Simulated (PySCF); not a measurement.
**CH8GeO3Si: electronic excitations**

Wanted: the electronic excitations of CH8GeO3Si (`CO[Si@@H](O)[O][GeH3]`), by calculation.

The runs use PySCF 2.14.0, with density-fitted response routines of our own; the level of theory stands in each step. All values are computed, except where a source is named. Atoms count from 0, in the outputs and in this text.

### 1 Starting geometry

14 atoms, charge 0, multiplicity 1; geometry from: GFN2-xTB.

Bonds of the start (Å): C0–O1 1.40, O1–Si2 1.62, Si2–O3 1.62, Si2–O4 1.62, O4–Ge5 1.75, C0–H6 1.09, C0–H7 1.09, C0–H8 1.09, Si2–H9 1.46, O3–H10 0.95, Ge5–H11 1.49, Ge5–H12 1.50, Ge5–H13 1.49.

### 2 TDDFT and polarisability: CAM-B3LYP/def2-SVPD

What the job is given:

```
{"job": {"kind": "uv", "xc": "CAM-B3LYP", "basis": "def2-SVPD", "nstates": 8, "ntriplets": 3}, "charge": 0, "multiplicity": 1}
C     -1.817351    -0.424650     1.122675
O     -0.579494    -0.343358     0.473183
Si    -0.307727     0.436698    -0.923367
O     -0.841666     1.961471    -0.784479
O      1.301314     0.349530    -1.083545
Ge     2.309561    -0.597570    -0.004482
H     -1.651751    -0.859811     2.108277
H     -2.261223     0.566131     1.228411
H     -2.503215    -1.058119     0.556111
H     -0.919958    -0.225964    -2.065488
H     -0.473041     2.641940    -1.339371
H      2.238373    -0.015423     1.370495
H      3.657735    -0.413714    -0.631569
H      1.847765    -2.017635    -0.049016
```

With the program's defaults for keys left out, this is: TDDFT CAM-B3LYP/def2-SVPD, vertical, gas phase, core orbitals frozen in the response.

Command:

```sh
$ OMP_NUM_THREADS=1 python probes_run.py task.json out
```

One launch serves the whole session: the jobs run in the order shown.

Predict these results of the whole session: lowest singlet (CAM-B3LYP/def2-SVPD); brightest single state of those computed; lowest triplet; surface potential, 1st and 99th percentile.

**Answer**, as computed:

```
                                quantity                        value
    lowest singlet (CAM-B3LYP/def2-SVPD)  7.58 eV (163 nm), f = 0.005
brightest single state of those computed  state 5, 8.23 eV, f = 0.071
                          lowest triplet                      7.21 eV
   surface potential, 1st and 99th percentile           -1.13 V and 2.11 V
```

**Reading.** The lowest singlet, at 7.58 eV, is HOMO→LUMO 0.37, HOMO−1→LUMO 0.21 and is weak; of the 8 states computed, the strongest absorption comes from state 5 at 8.23 eV (the last state computed is bright too, and its partners may lie past the list). The lowest triplet lies 0.38 eV below the lowest singlet (triplets in Tamm-Dancoff, singlets in full TDDFT).
